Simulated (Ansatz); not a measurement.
# TaGa3: the cost of one run

Program: Ansatz 0.2.0. Level of theory: DFT PBEsol, scalar-relativistic. These are calculated values, not measurements.

### Step 1. The structure to begin with

The structure is tetragonal, space group I4/mmm (No. 139). Conventional cell: a = 3.796 Å, b = 3.796 Å, c = 8.704 Å, α = 90.00°, β = 90.00°, γ = 90.00°. Ta (site symmetry 4/mmm) is surrounded by 12 Ga at 2.68 to 2.89 Å. Around Ga (site symmetry -4m2) lie 8 Ga at 2.68 to 2.89 Å and 4 Ta at 2.89 Å. Around Ga (site symmetry 4/mmm) lie 4 Ta at 2.68 Å and 8 Ga at 2.89 Å.

Structure file:

```
CELL_PARAMETERS angstrom
-1.89800 1.89800 4.35200
1.89800 -1.89800 4.35200
1.89800 1.89800 -4.35200
ATOMIC_POSITIONS crystal
Ta 0.00000 0.00000 0.00000
Ga 0.75000 0.25000 0.50000
Ga 0.25000 0.75000 0.50000
Ga 0.50000 0.50000 0.00000
```

Atoms are numbered in the order of the input: Ta1, Ga2, Ga3, Ga4.

### Step 2. The deformed structure

Space group I4/mmm before, I4/mmm after.

### Step 3. Full-potential LAPW

input.yaml

```yaml
crystal:
  lattice:
    - [-1.898, 1.898, 4.26496]
    - [1.898, -1.898, 4.26496]
    - [1.898, 1.898, -4.26496]
  atoms:
    - { symbol: Ta, position: [0.0, 0.0, 0.0] }
    - { symbol: Ga, position: [0.75, 0.25, 0.5] }
    - { symbol: Ga, position: [0.25, 0.75, 0.5] }
    - { symbol: Ga, position: [0.5, 0.5, 0.0] }
kpoints:
  mp_grid: { grid: [14, 14, 14] }
  band_path:
    path:
      - [0.0, 0.0, 0.0]
      - [0.0, 0.0, 0.5]
      - [0.25, 0.25, 0.25]
      - [0.0, 0.5, 0.0]
      - [0.0, 0.0, 0.0]
      - [0.5, 0.5, -0.5]
      - [0.2995110914, 0.7004889086, -0.2995110914]
      - [-0.2995110914, 0.2995110914, 0.2995110914]
      - [0.0, 0.0, 0.0]
    npoints: 5
scf:
  occupations: { method: fermi_dirac, width: 0.05 }
hamiltonian:
  xc: pbesol
  pseudopotentials: { kind: all_electron, lapw: { basis_error: 0.001 } }
output:
  forces: true
  stress: true
  eigenvalues: true
```

Started as:

```console
> ansatz run input.yaml --threads 1 --pin off --max-ram 4096MiB --backend cpu --events-out ev --progress --plain --runs-dir out
```

What time and memory should one allow on 1 thread of Arm Neoverse V2, shared host?

About 6.3 min, with a peak of 2 GiB.
